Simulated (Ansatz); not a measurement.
# Alloy of SrTiO3 and CaTiO3 (14 of 27 Sr sites exchanged), 135 atoms

Aim: relax the alloy cell and compare the gap by PBEsol, HSE06 and r²SCAN.

All numbers are computed with Ansatz 0.2.0 (PAW, plane waves).

### Step 1. The starting cell

135 atoms (14 Ca, 13 Sr, 27 Ti, 81 O); a = 11.599 Å, b = 11.599 Å, c = 11.599 Å, α = 90.00°, β = 90.00°, γ = 90.00°. All atoms were shaken off their sites by about 0.02 Å along each axis; atoms next to an added one may be pushed further to make room.

Steps to follow: (2) PBEsol cell relaxation at the single k point (½, ½, ½), on 1 × NVIDIA GB300 Max-Q with 8 threads of Arm Neoverse-V2; (3) HSE06 single point at the Γ point alone, on 1 × NVIDIA GB300 Max-Q with 8 threads of Arm Neoverse-V2; (4) r²SCAN single point at the Γ point alone, on 1 × NVIDIA GB300 Max-Q with 8 threads of Arm Neoverse-V2.

### Step 2. PBEsol relaxation of the cell and the positions

in.yaml

```yaml
crystal:
  lattice:
    - [11.599076, 0.000000, 0.000000]
    - [0.000000, 11.599076, 0.000000]
    - [0.000000, 0.000000, 11.599076]
  atoms:
    - { symbol: Ca, position: [0.000447, 0.998179, 0.999819] }
    - { symbol: Ca, position: [0.997533, 0.000085, 0.333487] }
    - { symbol: Ca, position: [0.999673, 0.664403, 0.000016] }
    - { symbol: Ca, position: [0.333593, 0.000275, 0.331338] }
    - { symbol: Ca, position: [0.331245, 0.000321, 0.665453] }
    - { symbol: Ca, position: [0.329267, 0.335153, 0.329551] }
    - { symbol: Ca, position: [0.333394, 0.336796, 0.665617] }
    - { symbol: Ca, position: [0.335316, 0.668843, 0.001246] }
    - { symbol: Ca, position: [0.335523, 0.667374, 0.666859] }
    - { symbol: Ca, position: [0.669984, 0.997420, 0.332904] }
    - { symbol: Ca, position: [0.663770, 0.004953, 0.666807] }
    - { symbol: Ca, position: [0.668657, 0.334360, 0.331701] }
    - { symbol: Ca, position: [0.664984, 0.669533, 0.333464] }
    - { symbol: Ca, position: [0.667564, 0.667986, 0.668887] }
    - { symbol: Sr, position: [0.998840, 0.999143, 0.667321] }
    - { symbol: Sr, position: [0.998176, 0.328573, 0.999436] }
    - { symbol: Sr, position: [0.000469, 0.335570, 0.334882] }
    - { symbol: Sr, position: [0.002075, 0.331214, 0.668368] }
    - { symbol: Sr, position: [0.000602, 0.665018, 0.334931] }
    - { symbol: Sr, position: [0.998347, 0.669637, 0.666621] }
    - { symbol: Sr, position: [0.332694, 0.001426, 0.001586] }
    - { symbol: Sr, position: [0.333572, 0.331064, 0.000052] }
    - { symbol: Sr, position: [0.333372, 0.665116, 0.331980] }
    - { symbol: Sr, position: [0.669159, 0.997460, 0.997651] }
    - { symbol: Sr, position: [0.665168, 0.333114, 0.999215] }
    - { symbol: Sr, position: [0.666329, 0.333819, 0.667109] }
    - { symbol: Sr, position: [0.666806, 0.665178, 0.999741] }
    - { symbol: Ti, position: [0.167419, 0.164339, 0.164566] }
    - { symbol: Ti, position: [0.165252, 0.169792, 0.500871] }
    - { symbol: Ti, position: [0.168172, 0.166600, 0.833773] }
    - { symbol: Ti, position: [0.169434, 0.500476, 0.166119] }
    - { symbol: Ti, position: [0.165873, 0.500564, 0.499884] }
    - { symbol: Ti, position: [0.164496, 0.498640, 0.835895] }
    - { symbol: Ti, position: [0.166564, 0.831206, 0.164668] }
    - { symbol: Ti, position: [0.167662, 0.834746, 0.499831] }
    - { symbol: Ti, position: [0.164604, 0.831551, 0.833672] }
    - { symbol: Ti, position: [0.500549, 0.162437, 0.167861] }
    - { symbol: Ti, position: [0.498197, 0.166958, 0.502411] }
    - { symbol: Ti, position: [0.501752, 0.165840, 0.832031] }
    - { symbol: Ti, position: [0.498297, 0.501031, 0.164799] }
    - { symbol: Ti, position: [0.501965, 0.498281, 0.498860] }
    - { symbol: Ti, position: [0.498534, 0.500123, 0.833886] }
    - { symbol: Ti, position: [0.501973, 0.831076, 0.167362] }
    - { symbol: Ti, position: [0.501119, 0.830719, 0.502373] }
    - { symbol: Ti, position: [0.499895, 0.834041, 0.829924] }
    - { symbol: Ti, position: [0.832699, 0.172843, 0.165910] }
    - { symbol: Ti, position: [0.832217, 0.168679, 0.501514] }
    - { symbol: Ti, position: [0.836316, 0.166632, 0.831807] }
    - { symbol: Ti, position: [0.834822, 0.497701, 0.166775] }
    - { symbol: Ti, position: [0.833301, 0.499628, 0.499193] }
    - { symbol: Ti, position: [0.836863, 0.500784, 0.833193] }
    - { symbol: Ti, position: [0.833087, 0.832038, 0.166941] }
    - { symbol: Ti, position: [0.834286, 0.836578, 0.498428] }
    - { symbol: Ti, position: [0.832646, 0.830915, 0.834281] }
    - { symbol: O, position: [0.166123, 0.166141, 0.998599] }
    - { symbol: O, position: [0.168140, 0.164826, 0.331650] }
    - { symbol: O, position: [0.166686, 0.166607, 0.671425] }
    - { symbol: O, position: [0.169468, 0.499217, 0.000185] }
    - { symbol: O, position: [0.169056, 0.499665, 0.332423] }
    - { symbol: O, position: [0.166216, 0.499696, 0.668005] }
    - { symbol: O, position: [0.165015, 0.835820, 0.998055] }
    - { symbol: O, position: [0.167074, 0.832614, 0.333140] }
    - { symbol: O, position: [0.167996, 0.832107, 0.666480] }
    - { symbol: O, position: [0.498514, 0.163358, 0.999170] }
    - { symbol: O, position: [0.497908, 0.169543, 0.330488] }
    - { symbol: O, position: [0.500481, 0.170024, 0.666049] }
    - { symbol: O, position: [0.501798, 0.500515, 0.000217] }
    - { symbol: O, position: [0.501823, 0.498584, 0.329664] }
    - { symbol: O, position: [0.499178, 0.498310, 0.665867] }
    - { symbol: O, position: [0.499522, 0.833358, 0.999919] }
    - { symbol: O, position: [0.499165, 0.832147, 0.334242] }
    - { symbol: O, position: [0.501922, 0.832334, 0.665164] }
    - { symbol: O, position: [0.833053, 0.165745, 0.001361] }
    - { symbol: O, position: [0.834053, 0.168545, 0.333858] }
    - { symbol: O, position: [0.832747, 0.166474, 0.664835] }
    - { symbol: O, position: [0.833825, 0.499135, 0.997220] }
    - { symbol: O, position: [0.833255, 0.501675, 0.333501] }
    - { symbol: O, position: [0.834307, 0.496785, 0.666353] }
    - { symbol: O, position: [0.832652, 0.835324, 0.999568] }
    - { symbol: O, position: [0.833385, 0.834226, 0.333768] }
    - { symbol: O, position: [0.832124, 0.836397, 0.669216] }
    - { symbol: O, position: [0.999009, 0.166436, 0.166049] }
    - { symbol: O, position: [0.001234, 0.165187, 0.499465] }
    - { symbol: O, position: [0.998052, 0.165706, 0.833779] }
    - { symbol: O, position: [0.002853, 0.502836, 0.168803] }
    - { symbol: O, position: [0.000042, 0.497411, 0.503300] }
    - { symbol: O, position: [0.001084, 0.498371, 0.833948] }
    - { symbol: O, position: [0.999700, 0.834331, 0.168968] }
    - { symbol: O, position: [0.001179, 0.834791, 0.503273] }
    - { symbol: O, position: [0.998653, 0.831783, 0.837134] }
    - { symbol: O, position: [0.333411, 0.167458, 0.166473] }
    - { symbol: O, position: [0.332944, 0.168134, 0.498433] }
    - { symbol: O, position: [0.334939, 0.170172, 0.830268] }
    - { symbol: O, position: [0.331116, 0.501675, 0.166378] }
    - { symbol: O, position: [0.332778, 0.500145, 0.501162] }
    - { symbol: O, position: [0.331630, 0.497433, 0.834803] }
    - { symbol: O, position: [0.334302, 0.829627, 0.167663] }
    - { symbol: O, position: [0.334362, 0.830951, 0.502461] }
    - { symbol: O, position: [0.333619, 0.834134, 0.831071] }
    - { symbol: O, position: [0.667462, 0.165657, 0.166498] }
    - { symbol: O, position: [0.667881, 0.167647, 0.497196] }
    - { symbol: O, position: [0.665741, 0.165544, 0.832604] }
    - { symbol: O, position: [0.664956, 0.499487, 0.166432] }
    - { symbol: O, position: [0.664775, 0.498166, 0.497835] }
    - { symbol: O, position: [0.668109, 0.501059, 0.835465] }
    - { symbol: O, position: [0.668077, 0.834202, 0.164543] }
    - { symbol: O, position: [0.663214, 0.835190, 0.497530] }
    - { symbol: O, position: [0.668311, 0.838744, 0.834930] }
    - { symbol: O, position: [0.168980, 0.000741, 0.168366] }
    - { symbol: O, position: [0.167906, 0.000545, 0.498210] }
    - { symbol: O, position: [0.167009, 0.998172, 0.832466] }
    - { symbol: O, position: [0.167722, 0.331432, 0.165187] }
    - { symbol: O, position: [0.168665, 0.334713, 0.499647] }
    - { symbol: O, position: [0.168224, 0.336938, 0.833787] }
    - { symbol: O, position: [0.166497, 0.666090, 0.166186] }
    - { symbol: O, position: [0.164585, 0.668023, 0.500096] }
    - { symbol: O, position: [0.167586, 0.668376, 0.832060] }
    - { symbol: O, position: [0.500336, 0.001034, 0.165734] }
    - { symbol: O, position: [0.499787, 0.000183, 0.496628] }
    - { symbol: O, position: [0.500607, 0.000056, 0.833184] }
    - { symbol: O, position: [0.499380, 0.331707, 0.167421] }
    - { symbol: O, position: [0.496270, 0.330889, 0.498724] }
    - { symbol: O, position: [0.500710, 0.330576, 0.834967] }
    - { symbol: O, position: [0.503413, 0.666396, 0.164703] }
    - { symbol: O, position: [0.499115, 0.667019, 0.502898] }
    - { symbol: O, position: [0.498946, 0.665411, 0.832537] }
    - { symbol: O, position: [0.833127, 0.997040, 0.168412] }
    - { symbol: O, position: [0.835232, 0.000146, 0.500715] }
    - { symbol: O, position: [0.832888, 0.997783, 0.836158] }
    - { symbol: O, position: [0.834162, 0.330436, 0.166475] }
    - { symbol: O, position: [0.832799, 0.334085, 0.498948] }
    - { symbol: O, position: [0.833689, 0.335659, 0.835683] }
    - { symbol: O, position: [0.832471, 0.669113, 0.161743] }
    - { symbol: O, position: [0.835881, 0.665703, 0.501795] }
    - { symbol: O, position: [0.835108, 0.667477, 0.832479] }
kpoints:
  mp_grid: { grid: [1, 1, 1], shift: [0.5, 0.5, 0.5] }
hamiltonian:
  xc: pbesol
scf:
  occupations: { method: fermi_dirac, width: 0.01 }
relax:
  f_tol: 0.03
  max_steps: 80
  escape_saddle: false
  adjacent_minimum: "off"
  cell: { fix: [shape] }
output:
  forces: true
  eigenvalues: true
  populations: true
```

Run with:

```console
> ansatz run in.yaml --threads 8 --pin off --max-ram 118750MiB --runs-dir r --events-out ev --progress --plain --backend cuda --devices 0,
```

After this run come: HSE06 single point; Single point with r²SCAN.

**Question.** What will these runs give? Wanted: for each run, top filled to lowest empty.

As calculated:

| level | time | k points | top filled to lowest empty (eV) |
| --- | --- | --- | --- |
| PBEsol, relaxation | 33 s (GPU) | (½, ½, ½) | 2.85 |
| HSE06 | 88 s (GPU) | Γ | 3.70 |
| r²SCAN | 8.2 s (GPU) | Γ | 2.57 |

| quantity | value |
| --- | --- |
| relaxation | 14 recorded steps, 1.74 eV gained |
| largest shift | 0.44 Å (O125) |
| relaxed cell | a = 11.577 Å, b = 11.577 Å, c = 11.577 Å, α = 90.00°, β = 90.00°, γ = 90.00° |
| mean bonds | Ca–O 2.632, O–Sr 2.744, O–Ti 1.940 Å |

The relaxation lowers the energy by 1.74 eV; the largest shift is 0.44 Å (O125), while the volume changes by -0.6 %. The mean lengths of the listed bonds run from O–Ti 1.94 Å to O–Sr 2.74 Å. At the same k points, r²SCAN gives a spacing 1.12 eV smaller than the 3.70 eV of HSE06. The relaxation ran on other k points, so part of any difference from the later rows can come from the mesh. The price of HSE06 is about 11 times the time of r²SCAN here. With one k point the spacing samples only the states that fold onto it, so it can exceed the gap over the zone.
